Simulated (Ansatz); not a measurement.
**Pb2CO2: a short molecular-dynamics run**

A trajectory of Pb2CO2, an element-swapped structure with 5 atoms that was not relaxed first: 30 steps of 0.5 fs at constant energy, with velocities drawn for 300 K.

Method: DFT PBE, plane waves, PAW, scalar-relativistic, no spin polarisation, in Ansatz 0.2.0.

## 1. The starting structure

The cell holds 5 atoms (CO2Pb2): a = 3.651 Å, b = 3.651 Å, c = 6.595 Å, α = 73.93°, β = 73.93°, γ = 90.00°.

Coordinates:

```cif
data_structure
_symmetry_space_group_name_H-M 'P 1'
_symmetry_Int_Tables_number 1
_cell_length_a 3.6508
_cell_length_b 3.6508
_cell_length_c 6.5953
_cell_angle_alpha 73.932
_cell_angle_beta 73.932
_cell_angle_gamma 90.000
_cell_volume 80.89
loop_
_atom_site_label
_atom_site_type_symbol
_atom_site_fract_x
_atom_site_fract_y
_atom_site_fract_z
_atom_site_occupancy
Pb1 Pb 0.15000 0.15000 0.70000 1
Pb2 Pb 0.85000 0.85000 0.30000 1
O1 O 0.75000 0.25000 0.50000 1
O2 O 0.25000 0.75000 0.50000 1
C1 C 0.50000 0.50000 0.00000 1
```

## 2. The run

Contents of input.yaml:

```yaml
crystal:
  lattice:
    - [0.0, 3.650765, 1.5e-07]
    - [3.650765, 0.0, 1.5e-07]
    - [1.82538275, 1.82538275, -6.06904685]
  atoms:
    - { symbol: Pb, position: [0.15, 0.15, 0.7] }
    - { symbol: Pb, position: [0.85, 0.85, 0.3] }
    - { symbol: O, position: [0.75, 0.25, 0.5] }
    - { symbol: O, position: [0.25, 0.75, 0.5] }
    - { symbol: C, position: [0.5, 0.5, 0.0] }
kpoints:
  mp_grid: { grid: [4, 4, 3] }
magnetization:
  spin_polarized: false
scf:
  occupations: { method: gaussian, width: 0.1 }
hamiltonian:
  pseudopotentials: { kind: paw }
  xc: pbe
basis:
  ecutwfc: 420
md:
  timestep: 0.5
  n_steps: 30
  ensemble: nve
  temperature: 300.0
  initial_velocities: maxwell_boltzmann
  seed: 207353
```

The run is started by

```sh
> ansatz run input.yaml --threads 2 --pin off --max-ram 2560MiB --backend cpu --events-out ev --progress --plain --runs-dir out
```

Standard output, cut to the lines that bear on the results:

```text
Warning: md: disabling space-group detection — thermal motion breaks the input geometry's symmetry, so no spatial operation reduces the k-mesh or symmetrises the density; time reversal is kept, so that k and −k are solved as one point where they differ and the mesh holds both, and exact [...]
Warning: RAYON_NUM_THREADS=2 ignored (pool sized by the plan → 2); use --threads N
[...]
Pseudopotentials: kind: paw
Pseudopotential: Pb, paw, valence charge 14, recommended cutoff 420 eV (normal), Pb.paw.azcp
Pseudopotential: O, paw, valence charge 6, recommended cutoff 420 eV (normal), O.paw.azcp
Pseudopotential: C, paw, valence charge 4, recommended cutoff 420 eV (normal), C.paw.azcp
Functional definition: PBE
[...]
Crystal: 5 atoms, lattice volume = 80.889 Å³
Basis set: ecut = 420 eV, 1545 PW (Γ), exchange–correlation on 50×50×90 points (8 copies of the dense FFT grid, shifted against one another)
Bands: 27, of which v1, the nominal top of the filled ones, is band 22 counted from 1 (21 counted from 0)
Symmetry: 1 space group operations
k-points: 26 of 48 (time reversal used)
[...]
SCF iter   1: F=—  HF=-25190.337283 eV  |F-HF|=—  |Δ(HF+E_count)|=         —  Δρ=5.61e-3  dr2=4.13e-2  ethr=1.77e-3  ⟨swp⟩=6.0  Hψ=3112  notcnv=0
[...]
md step     0: t =     0.00 fs  T =   300.0 K  F+E_penalty+E_count = -25190.33292162 eV  E_kin = 0.155112 eV  conserved = -25190.17780962 eV  (7 SCF iters)
[...]
md step     2: t =     1.00 fs  T =   306.2 K  F+E_penalty+E_count = -25190.33615058 eV  E_kin = 0.158341 eV  conserved = -25190.17780966 eV  (6 SCF iters)
[...]
md step     4: t =     2.00 fs  T =   311.5 K  F+E_penalty+E_count = -25190.33888403 eV  E_kin = 0.161075 eV  conserved = -25190.17780912 eV  (6 SCF iters)
[...]
md step     6: t =     3.00 fs  T =   315.9 K  F+E_penalty+E_count = -25190.34115767 eV  E_kin = 0.163350 eV  conserved = -25190.17780798 eV  (2 SCF iters)
[...]
md step     8: t =     4.00 fs  T =   319.6 K  F+E_penalty+E_count = -25190.34304523 eV  E_kin = 0.165239 eV  conserved = -25190.17780625 eV  (2 SCF iters)
[...]
md step     9: t =     4.50 fs  T =   321.2 K  F+E_penalty+E_count = -25190.34387720 eV  E_kin = 0.166072 eV  conserved = -25190.17780518 eV  (2 SCF iters)
[...]
SCF iter   4: F=—  HF=-25190.344656 eV  |F-HF|=—  |Δ(HF+E_count)|=   1.43e-6  Δρ=3.72e-6  dr2=1.25e-8  ethr=5.08e-10  ⟨swp⟩=2.7  Hψ=1256  notcnv=0
[...]
```

## 3. The log goes on

The log, continued, cut to the lines that bear on the results:

```text
SCF iter   5: F=-25190.344656 eV  HF=-25190.344656 eV  |F-HF|=3.93e-10  |Δ(HF+E_count)|=   6.54e-9  Δρ=1.05e-6  dr2=8.64e-10  ethr=2.83e-11  ⟨swp⟩=2.0  Hψ=1031  notcnv=0
[...]
md step    10: t =     5.00 fs  T =   322.7 K  F+E_penalty+E_count = -25190.34465641 eV  E_kin = 0.166852 eV  conserved = -25190.17780400 eV  (6 SCF iters)
[...]
md step    15: t =     7.50 fs  T =   330.1 K  F+E_penalty+E_count = -25190.34846915 eV  E_kin = 0.170672 eV  conserved = -25190.17779684 eV  (2 SCF iters)
[...]
md step    20: t =    10.00 fs  T =   341.4 K  F+E_penalty+E_count = -25190.35429303 eV  E_kin = 0.176504 eV  conserved = -25190.17778895 eV  (6 SCF iters)
[...]
md step    25: t =    12.50 fs  T =   362.3 K  F+E_penalty+E_count = -25190.36511288 eV  E_kin = 0.187330 eV  conserved = -25190.17778288 eV  (2 SCF iters)
[...]
md step    29: t =    14.50 fs  T =   389.1 K  F+E_penalty+E_count = -25190.37894504 eV  E_kin = 0.201164 eV  conserved = -25190.17778065 eV  (2 SCF iters)
[...]
md step    30: t =    15.00 fs  T =   397.3 K  F+E_penalty+E_count = -25190.38321377 eV  E_kin = 0.205433 eV  conserved = -25190.17778051 eV  (6 SCF iters)
SCF converged after 6 iterations
Free energy (F): -25190.383214 eV
[...]
E sigma→0 (E₀):  -25190.381140 eV
Entropy (-TS):   -0.004147 eV (-0.829 meV/atom)
Fermi energy:    9.397274 eV
[...]
```

## 4. More of the same log

Output, continued:

```text
  E_band       = -61.323445
  E_kinetic    = 1012.196845
  E_local      = -3357.703447  (includes V_loc(G=0)·N_el)
  E_nonlocal   = 830.430724
  E_hartree    = 1360.009863
  E_xc         = -631.295123
  E_vxc        = -505.693538  (∫ρ·V_xc dr)
  E_paw        = -21234.927289  (= ΣΔE_a)
  E_vpaw       = -760.578545  (= ΣTr[D̂ρ^β])
  E_aug_tail   = 0.004949  (compensation charges beyond the density's cutoff)
  E_ewald      = -3169.095588
  E_smearing   = -0.004147  (= −TS)
  E_closure    = -0.000000  (closes the sum)
  Σ components = -25190.383214   (vs F -25190.383214, Δ=0.00e0)
--- Forces (eV/Å), atoms counted from 1 ---
  atom   1  Pb     0.12341413    -0.00859389    -2.42439614
  atom   2  Pb     0.08522838     0.43614326     2.36124797
  atom   3  O     -0.10692291     0.53800790     0.71461184
  atom   4  O     -0.10138153    -0.73681068    -0.60402521
  atom   5  C     -0.00033794    -0.22874618    -0.04743992
  max |Σ_I F_I| component: 1.45e-6 eV/Å
--- MD trajectory: 30 steps, t = 0.0 → 15.0 fs ---
  final state: T = 397.3 K   F+E_penalty+E_count = -25190.38321377 eV   E_kin = 0.205433 eV
  conserved energy: peak-to-peak 2.920e-5 eV (5.841e-6 eV/atom) over 15.0 fs
```

Run time: 52 s. Hardware: 2 threads of Arm Neoverse V1, shared host; peak memory 0.36 GiB.

## 5. Frames and traces

One step in 3; energies are changes from step 0; msd is the mean square displacement from the start, the centre of mass held:

| time (fs) | T (K) | potential energy change (meV/atom) | total energy change (meV/atom) | msd O (Å²) | msd C (Å²) | msd Pb (Å²) |
| --- | --- | --- | --- | --- | --- | --- |
| 0.0 | 300 | 0.0 | 0.00 | 0.000 | 0.000 | 0.000 |
| 1.5 | 309 | -0.9 | 0.00 | 0.000 | 0.000 | 0.000 |
| 3.0 | 316 | -1.6 | 0.00 | 0.001 | 0.000 | 0.000 |
| 4.5 | 321 | -2.2 | 0.00 | 0.001 | 0.001 | 0.000 |
| 6.0 | 326 | -2.6 | 0.00 | 0.002 | 0.002 | 0.000 |
| 7.5 | 330 | -3.1 | 0.00 | 0.003 | 0.003 | 0.000 |
| 9.0 | 336 | -3.7 | 0.00 | 0.004 | 0.004 | 0.000 |
| 10.5 | 345 | -4.6 | 0.00 | 0.006 | 0.005 | 0.000 |
| 12.0 | 357 | -5.9 | 0.01 | 0.007 | 0.007 | 0.000 |
| 13.5 | 374 | -7.7 | 0.01 | 0.008 | 0.009 | 0.000 |
| 15.0 | 397 | -10.1 | 0.01 | 0.009 | 0.011 | 0.001 |

time (fs), T (K) and a bar:
```
      0.0        300 
      0.5        303 #
      1.5        309 ###
      2.0        312 ####
      2.5        314 ####
      3.5        318 #####
      4.0        320 ######
      4.5        321 #######
      5.0        323 #######
      6.0        326 ########
      6.5        327 ########
      7.0        328 #########
      8.0        332 ##########
      8.5        334 ##########
      9.0        336 ###########
     10.0        341 #############
     10.5        345 ##############
     11.0        348 ###############
     11.5        352 ################
     12.5        362 ###################
     13.0        368 #####################
     13.5        374 #######################
     14.5        389 ###########################
     15.0        397 ##############################
```

## 6. Frames from the trajectory

Positions (Å) and forces (eV/Å):

```xyz
5
Lattice="0.000 3.651 0.000 3.651 0.000 0.000 1.825 1.825 -6.069" Properties=species:S:1:pos:R:3:forces:R:3 pbc="T T T" time_fs=2.0 T=312 dE=-0.0060
Pb    1.825    1.824   -4.250    0.032   -0.022   -2.825
Pb    3.651    3.652   -1.819    0.020    0.078    2.810
O     1.829    3.646   -3.050   -0.029    0.118    0.125
O     3.654    1.834   -3.022   -0.022   -0.149   -0.105
C     1.825    1.815    0.008   -0.001   -0.026   -0.005
5
Lattice="0.000 3.651 0.000 3.651 0.000 0.000 1.825 1.825 -6.069" Properties=species:S:1:pos:R:3:forces:R:3 pbc="T T T" time_fs=4.0 T=320 dE=-0.0101
Pb    1.824    1.823   -4.252    0.058   -0.045   -2.790
Pb    3.652    3.654   -1.817    0.039    0.160    2.762
O     1.832    3.641   -3.065   -0.051    0.232    0.246
O     3.656    1.843   -3.009   -0.044   -0.295   -0.208
C     1.824    1.804    0.016   -0.002   -0.052   -0.010
5
Lattice="0.000 3.651 0.000 3.651 0.000 0.000 1.825 1.825 -6.069" Properties=species:S:1:pos:R:3:forces:R:3 pbc="T T T" time_fs=5.5 T=324 dE=-0.0125
Pb    1.823    1.822   -4.254    0.073   -0.060   -2.758
Pb    3.652    3.655   -1.816    0.051    0.220    2.723
O     1.834    3.638   -3.075   -0.064    0.313    0.333
O     3.658    1.849   -3.000   -0.058   -0.400   -0.282
C     1.824    1.796    0.022   -0.002   -0.074   -0.015
5
Lattice="0.000 3.651 0.000 3.651 0.000 0.000 1.825 1.825 -6.069" Properties=species:S:1:pos:R:3:forces:R:3 pbc="T T T" time_fs=7.5 T=330 dE=-0.0155
Pb    1.822    1.821   -4.257    0.090   -0.073   -2.709
Pb    3.652    3.656   -1.813    0.063    0.294    2.665
O     1.838    3.635   -3.089   -0.079    0.409    0.440
O     3.661    1.856   -2.989   -0.073   -0.527   -0.374
C     1.823    1.784    0.030   -0.002   -0.103   -0.021
5
Lattice="0.000 3.651 0.000 3.651 0.000 0.000 1.825 1.825 -6.069" Properties=species:S:1:pos:R:3:forces:R:3 pbc="T T T" time_fs=9.5 T=339 dE=-0.0199
Pb    1.821    1.820   -4.261    0.103   -0.076   -2.651
Pb    3.653    3.657   -1.810    0.072    0.357    2.600
O     1.840    3.632   -3.102   -0.090    0.484    0.535
O     3.663    1.862   -2.978   -0.084   -0.630   -0.456
C     1.822    1.773    0.038   -0.002   -0.134   -0.028
5
Lattice="0.000 3.651 0.000 3.651 0.000 0.000 1.825 1.825 -6.069" Properties=species:S:1:pos:R:3:forces:R:3 pbc="T T T" time_fs=11.0 T=348 dE=-0.0249
Pb    1.821    1.819   -4.264    0.111   -0.069   -2.599
Pb    3.653    3.659   -1.807    0.077    0.393    2.544
O     1.842    3.631   -3.110   -0.096    0.523    0.597
O     3.665    1.866   -2.971   -0.091   -0.687   -0.508
C     1.822    1.764    0.044   -0.001   -0.159   -0.034
5
Lattice="0.000 3.651 0.000 3.651 0.000 0.000 1.825 1.825 -6.069" Properties=species:S:1:pos:R:3:forces:R:3 pbc="T T T" time_fs=13.0 T=368 dE=-0.0352
Pb    1.820    1.818   -4.268    0.118   -0.047   -2.519
Pb    3.654    3.660   -1.803    0.082    0.425    2.459
O     1.845    3.631   -3.120   -0.102    0.547    0.665
O     3.667    1.869   -2.962   -0.097   -0.732   -0.564
C     1.821    1.752    0.051   -0.001   -0.193   -0.041
5
Lattice="0.000 3.651 0.000 3.651 0.000 0.000 1.825 1.825 -6.069" Properties=species:S:1:pos:R:3:forces:R:3 pbc="T T T" time_fs=15.0 T=397 dE=-0.0503
Pb    1.819    1.817   -4.273    0.123   -0.009   -2.424
Pb    3.654    3.662   -1.798    0.085    0.436    2.361
O     1.847    3.632   -3.129   -0.107    0.538    0.715
O     3.668    1.871   -2.955   -0.101   -0.737   -0.604
C     1.820    1.739    0.059    0.000   -0.229   -0.047
```

## 7. Outcome

```
                             quantity                          value
                               length             30 steps of 0.5 fs
     temperature, first and last step                  300 and 397 K
             temperature, second half  mean 355 K, from 330 to 397 K
        potential energy, second half     -6 meV/atom from the start
   largest change of the total energy                  0.01 meV/atom
mean square displacement, second half  O 0.006, C 0.006, Pb 0.000 Å²
```

What this shows: The temperature starts at 300 K and averages 355 K in the second half, where it still rises, from 330 to 397 K; the start was no minimum (force components up to 2.9 eV/Å), and the potential energy that it sheds (6 meV/atom) turns into motion. The total energy strays from its start by at most 0.01 meV/atom, under 0.1 % of the mean kinetic energy, which is good for a step of 0.5 fs. No atom gets farther than 0.11 Å from its start, with the drift of the whole removed, against a typical distance of 2.2 Å between sites at the start. Averages from a run of 15 fs with 5 atoms are rough. The k-mesh is coarse.
